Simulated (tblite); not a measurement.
# BeH4NO: the cost of one run

Programs: tblite 0.8.0 and PySCF 2.14.0. All values are calculated, for the isolated system unless a continuum is named. Atoms count from 0, parts from 1.

## (1) Starting point

7 atoms, charge 1, multiplicity 1; geometry: rigid parts in contact. Parts: 1 = atom 0, `[Be+2]`, charge 2; 2 = atoms 1–2, `[OH-]`, charge -1; 3 = atoms 3–6, `N`, charge 0.

## (2) Search for minima with GFN2-xTB

What the job is given:

```
{"job": {"kind": "dock", "xc": "GFN2-xTB", "basis": "xTB"}, "charge": 1, "multiplicity": 1, "parts": [{"atoms": "0-0", "charge": 2, "multiplicity": 1}, {"atoms": "1-2", "charge": -1, "multiplicity": 1}, {"atoms": "3-6", "charge": 0, "multiplicity": 1}]}
Be     1.145209    -0.595336     0.663960
O      2.130188     0.207385     0.237631
H      2.868885     0.756349    -0.023272
N      0.069465    -1.739613     1.322897
H      0.119551    -1.781934     2.340471
H     -0.918074    -1.592549     1.101369
H      0.275088    -2.688840     1.011887
```

Method: GFN2-xTB search for minima from random contacts, gas phase.

On the command line:

```
$ OMP_NUM_THREADS=1 python cluster_run.py task.json out
```

This one command runs all jobs of the session in turn.

Q: Estimate the wall time of this first job on 1 thread of Arm Neoverse N1, shared host.

About 21 s.
